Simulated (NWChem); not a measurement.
# BH2SeCl (SMILES ClB[SeH]) at 4 levels

Aim: a comparison of 4 runs (HF/STO-3G, HF/3-21G, B3LYP/6-31G*) of BH2SeCl. 

The calculation is run with NWChem 7.3.0.

## 1. The system as given

BH2SeCl has 5 atoms, charge 0, and is taken as a singlet. As SMILES, `ClB[SeH]`. The coordinates come from a PBE0-D4/def2-TZVP relaxation. This is one conformer, not always the lowest.

Bond lengths: Cl1–B2 1.743 Å, B2–Se3 1.916 Å, B2–H4 1.188 Å, Se3–H5 1.469 Å. Angles: Cl1–B2–Se3 118.9°, Cl1–B2–H4 119.6°, Se3–B2–H4 121.5°, B2–Se3–H5 94.6°.

## 2. Energy and gradient at HF/STO-3G (run 1)

m1.xyz reads:

```xyz
5
BClH2Se
Cl    -2.133400    -0.290000    -0.272300
B     -0.406800    -0.344500    -0.042400
Se     0.577100     1.299700    -0.015900
H      0.133400    -1.393500     0.094000
H      1.879500     0.654700     0.195200
```

m1.nw reads:

```
START m1
TITLE "BClH2Se"
memory total 2200 mb
charge 0

GEOMETRY noautosym nocenter noautoz
  load m1.xyz
END

BASIS spherical bse
  * library STO-3G
END

SCF
  singlet
  rhf
  thresh 1e-08
  maxiter 80
  print medium
END

TASK scf gradient
```

Started as:

```sh
nwchem m1.nw > m1.out
```

The program printed:

```text
[...]
  functions       =    34
[...]
  wavefunction    = RHF
[...]
         Total SCF energy =  -2853.728124663192
      One-electron energy =  -4382.395430116648
      Two-electron energy =   1330.879331935629
 Nuclear repulsion energy =    197.787973517827
        Time for solution =      1.3s
[...]
                         RHF ENERGY GRADIENTS
    atom               coordinates                        gradient
                 x          y          z           x          y          z
   1 Cl     -4.031541  -0.548021  -0.514572    0.021978   0.004275   0.002618
   2 B      -0.768741  -0.651011  -0.080124   -0.031746   0.000200  -0.004186
   3 Se      1.090561   2.456077  -0.030047   -0.011894   0.019731  -0.002789
   4 H       0.252089  -2.633333   0.177634    0.009293  -0.015785   0.002209
   5 H       3.551740   1.237204   0.368875    0.012369  -0.008421   0.002148
[...]
```

Wall time 2.9 s (1 thread of Intel Xeon 6975P-C (Granite Rapids), shared host); peak memory 0.096 GiB.

## 3. Energy and gradient at HF/3-21G (run 2)

bclh2se.nw reads:

```
start bclh2se
memory total 2200 mb
geometry units angstroms noautosym nocenter noautoz
 Cl    -2.133400    -0.290000    -0.272300
 B     -0.406800    -0.344500    -0.042400
 Se     0.577100     1.299700    -0.015900
 H      0.133400    -1.393500     0.094000
 H      1.879500     0.654700     0.195200
end
basis spherical bse
 Cl library 3-21G
 B library 3-21G
 Se library 3-21G
 H library 3-21G
end
scf
 thresh 1e-08
 maxiter 80
end
task scf gradient
```

Started as:

```sh
nwchem bclh2se.nw > bclh2se.out
```

The program printed:

```text
[...]
  functions       =    48
[...]
  wavefunction    = RHF
[...]
         Total SCF energy =  -2871.513722275833
      One-electron energy =  -4391.802447274127
      Two-electron energy =   1322.500751480467
 Nuclear repulsion energy =    197.787973517827
        Time for solution =      1.5s
[...]
                         RHF ENERGY GRADIENTS
    atom               coordinates                        gradient
                 x          y          z           x          y          z
   1 Cl     -4.031541  -0.548021  -0.514572    0.025667   0.002121   0.003237
   2 B      -0.768741  -0.651011  -0.080124   -0.019406   0.011245  -0.003255
   3 Se      1.090561   2.456077  -0.030047   -0.007917  -0.004023  -0.000785
   4 H       0.252089  -2.633333   0.177634    0.003494  -0.006791   0.000886
   5 H       3.551740   1.237204   0.368875   -0.001839  -0.002551  -0.000082
[...]
```

It took 3.3 s on 1 thread of Intel Xeon 6975P-C (Granite Rapids), shared host; peak memory 0.099 GiB.

Run 3 isn't shown in full; the table further down has it.

## 4. Energy and forces at B3LYP/6-31G(d) (Cartesian functions) (run 4)

run.py reads:

```python
from ase import Atoms
from ase.calculators.nwchem import NWChem

mol = Atoms(['Cl', 'B', 'Se', 'H', 'H'], positions=[
    [-2.133400, -0.290000, -0.272300],
    [-0.406800, -0.344500, -0.042400],
    [0.577100, 1.299700, -0.015900],
    [0.133400, -1.393500, 0.094000],
    [1.879500, 0.654700, 0.195200],
])

calc = NWChem(
    label='mol',
    theory='dft',
    memory='2200 mb',
    basis='6-31G*',
    dft={'xc': 'b3lyp', 'mult': '1', 'grid': 'xfine', 'convergence': 'energy 1e-08', 'iterations': '100', 'mulliken': None},
)
mol.calc = calc

forces = mol.get_forces()
print("Total energy (eV):", round(mol.get_potential_energy(), 6))
print("forces (eV/A):")
for s, f in zip(mol.symbols, forces):
    print(f"{s:2s} {f[0]:10.5f} {f[1]:10.5f} {f[2]:10.5f}")
print("dipole (e A):", mol.get_dipole_moment().round(4))
```

Started as:

```sh
export ASE_NWCHEM_COMMAND="nwchem PREFIX.nwi > PREFIX.nwo"
python run.py
```

The program printed:

```text
Total energy (eV): -78575.682821
forces (eV/A):
Cl   -0.45030   -0.03255   -0.05713
B     0.21227   -0.29696    0.04669
Se   -0.01291    0.42439   -0.02828
H    -0.01563    0.01136   -0.00288
H     0.26652   -0.10624    0.04160
dipole (e A): [ 0.299  -0.0505  0.0424]
```

The calculator wrote mol.nwi:

```
title "mol"

permanent_dir mol

scratch_dir mol

start mol

geometry units angstrom nocenter noautosym noautoz
  Cl -2.1334000000000000e+00 -2.8999999999999998e-01 -2.7229999999999999e-01
  B  -4.0679999999999999e-01 -3.4449999999999997e-01 -4.2400000000000000e-02
  Se 5.7709999999999995e-01 1.2997000000000001e+00 -1.5900000000000001e-02
  H  1.3339999999999999e-01 -1.3935000000000000e+00 9.4000000000000000e-02
  H  1.8794999999999999e+00 6.5469999999999995e-01 1.9520000000000001e-01
end

memory 2200 mb

basis noprint
   * library 6-31G*
end

dft
  xc b3lyp
  mult 1
  grid xfine
  convergence energy 1e-08
  iterations 100
  mulliken
end

task dft gradient
```

mol.nwo:

```text
Northwest Computational Chemistry Package (NWChem) 7.3.0
             --------------------------------------------------------

           Job information
           ---------------

    nwchem branch   = 7.3.0
    use scalapack   = T
    input           = mol.nwi
    prefix          = mol.
    data base       = mol/mol.db
    status          = startup
    nproc           =        1

           Memory information
           ------------------

    heap     =     72089596 doubles =      550.0 Mbytes
    stack    =     72089601 doubles =      550.0 Mbytes
    global   =    144179200 doubles =     1100.0 Mbytes (distinct from heap & stack)
    total    =    288358397 doubles =     2200.0 Mbytes
    verify   = yes
    hardfail = no

[... 98 lines left out ...]
  convergence criterion.
[... 41 lines left out ...]
          Spatial weights used:  Erf1
[... 74 lines left out ...]
         Total DFT energy =    -2887.603106687942
[... 3 lines left out ...]
 Nuclear repulsion energy =      197.787973517827
[... 583 lines left out ...]
          Convergence on gradient requested:  5.00D-04
[... 28 lines left out ...]
          total energy or number of iterations.
[... 28 lines left out ...]
    atom               coordinates                        gradient
                 x          y          z           x          y          z
   1 Cl     -4.031541  -0.548021  -0.514572    0.008757   0.000633   0.001111
   2 B      -0.768741  -0.651011  -0.080124   -0.004128   0.005775  -0.000908
   3 Se      1.090561   2.456077  -0.030047    0.000251  -0.008253   0.000550
   4 H       0.252089  -2.633333   0.177634    0.000304  -0.000221   0.000056
   5 H       3.551740   1.237204   0.368875   -0.005183   0.002066  -0.000809

                 ----------------------------------------
                 |  Time  |  1-e(secs)   |  2-e(secs)   |
                 ----------------------------------------
                 |  CPU   |       0.00   |       5.53   |
                 ----------------------------------------
                 |  WALL  |       0.00   |       5.53   |
                 ----------------------------------------

 Task  times  cpu:       20.7s     wall:       20.7s
 Total times  cpu:       20.7s     wall:       20.7s
```

Run time: 22 s. Hardware: 1 thread of Intel Xeon 6975P-C (Granite Rapids), shared host; peak memory 0.12 GiB.

## 5. Overview of the runs

```csv
run,level,iteration cap,module,energy (Eh),dipole moment (D),HOMO energy (eV),LUMO energy (eV),wall time
1,HF/STO-3G,80,scf,-2853.728125,2.53,-8.44,5.78,2.9 s
2,HF/3-21G,80,scf,-2871.513722,2.25,-10.39,2.02,3.3 s
3,B3LYP/6-31G* (spherical functions),100,dft,-2887.591932,1.47,-7.47,-1.40,21 s
4,B3LYP/6-31G* (Cartesian functions),100,dft,-2887.603107,1.47,-7.47,-1.40,22 s
```

## 6. Outcome

```
                       quantity           value
            run 4: total energy  -2887.60311 Eh
           run 4: dipole moment          1.47 D
             run 4: HOMO energy        -7.47 eV
             run 4: LUMO energy        -1.40 eV
           run 4: HOMO–LUMO gap         6.07 eV
run 4: largest force on an atom      0.455 eV/Å
```

In words: The dipole moment (its size) runs from 1.47 D (B3LYP/6-31G*) to 2.53 D (HF/STO-3G). The two ends differ in method and basis. The HOMO–LUMO gap runs from 6.07 eV (B3LYP/6-31G*) to 14.22 eV (HF/STO-3G). In run 1 the basis is minimal, so the values are rough. All runs together took 49 s, the longest 22 s.
